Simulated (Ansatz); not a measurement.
**C₂H₉AlClN: basis-set convergence**

An exercise on one series of results from a longer session: the logs are not shown, and one member is left open.

Program: Ansatz 0.2.0, Gaussian basis. Level of theory: one geometry, several basis sets. These are calculated values, not measurements.

Plan: PBE0-D4/def2-SVP; ωB97M-V/def2-SVP; PBE0-D4/def2-QZVPP; ωB97M-V/def2-QZVPP; the functionals' def2-TZVPP values are taken from earlier runs.

## The relaxed structure

The geometry comes from an earlier relaxation with PBE0-D4 in a triple-zeta def2 set; it is a stationary point, not always the lowest conformer.

SMILES `[CH3][Al-]([CH3])([NH3+])[Cl]`, 14 atoms, charge 0, spin multiplicity 1.

Atoms are counted from 1 here; the program's logs count them from 0.

Bond lengths: C1–Al2 1.961 Å, C1–H6 1.095 Å, C1–H7 1.095 Å, C1–H8 1.096 Å, Al2–C3 1.961 Å, Al2–N4 2.051 Å, Al2–Cl5 2.165 Å, C3–H9 1.095 Å, C3–H10 1.095 Å, C3–H11 1.096 Å, N4–H12 1.015 Å, N4–H13 1.016 Å, N4–H14 1.016 Å. Angles: Al2–C1–H6 110.8°, Al2–C1–H7 112.6°, Al2–C1–H8 112.5°, H6–C1–H7 106.4°, H6–C1–H8 106.5°, H7–C1–H8 107.7°, C1–Al2–C3 121.5°, C1–Al2–N4 102.9°, C1–Al2–Cl5 114.4°, C3–Al2–N4 102.9°, C3–Al2–Cl5 114.4°, N4–Al2–Cl5 95.0°, Al2–C3–H9 110.8°, Al2–C3–H10 112.6°, Al2–C3–H11 112.5°, H9–C3–H10 106.4°, H9–C3–H11 106.5°, H10–C3–H11 107.7° and more.

Set-up of the first run:

The input, in.yaml:

```yaml
crystal:
  periodic: [false, false, false]
  atoms:
    - {symbol: C, position_ang: [-1.732297, 0.828086, 0.269800]}
    - {symbol: Al, position_ang: [0.181474, 0.503785, -0.010592]}
    - {symbol: C, position_ang: [1.314101, -0.241074, 1.406677]}
    - {symbol: N, position_ang: [0.190190, -0.977812, -1.428304]}
    - {symbol: Cl, position_ang: [1.164175, 1.969346, -1.265550]}
    - {symbol: H, position_ang: [-1.887550, 1.659957, 0.964463]}
    - {symbol: H, position_ang: [-2.254040, 1.095289, -0.655079]}
    - {symbol: H, position_ang: [-2.245173, -0.038600, 0.702280]}
    - {symbol: H, position_ang: [1.457109, 0.486685, 2.212028]}
    - {symbol: H, position_ang: [2.314094, -0.508681, 1.049741]}
    - {symbol: H, position_ang: [0.875808, -1.133583, 1.867711]}
    - {symbol: H, position_ang: [-0.227175, -1.850356, -1.120988]}
    - {symbol: H, position_ang: [1.147171, -1.164821, -1.712048]}
    - {symbol: H, position_ang: [-0.310888, -0.657422, -2.251440]}
basis:
  gaussian: {orbitals: def2-SVP}
hamiltonian: {xc: pbe0, dispersion: d4}
output: {orbitals: {seedname: orbitals}}
```

The run is started by

```
> ansatz run in.yaml --threads 4 --pin off --events-out ev --progress --plain --max-ram 10444MiB
```

Steps of the session up to this table: PBE0-D4 in def2-SVP; ωB97M-V in def2-SVP; PBE0-D4 in def2-QZVPP; ωB97M-V in def2-QZVPP.

One table of the session follows, with a row left open; its other results are not shown here.

It belongs to the step «Density functionals: the series». 

```
functional       basis  HOMO (eV)  LUMO (eV)
   PBE0-D4    def2-SVP      -6.97       0.32
   PBE0-D4  def2-TZVPP      -7.11      -0.22
   PBE0-D4  def2-QZVPP      -7.14      -0.51
   ωB97M-V    def2-SVP      -9.18       1.88
   ωB97M-V  def2-TZVPP      -9.34       1.16
   ωB97M-V  def2-QZVPP          ?          ?
```

**Question.** Estimate the row for ωB97M-V, def2-QZVPP.

As computed: HOMO (eV): -9.37; LUMO (eV): 0.66. In the column «HOMO (eV)» it is the lowest.
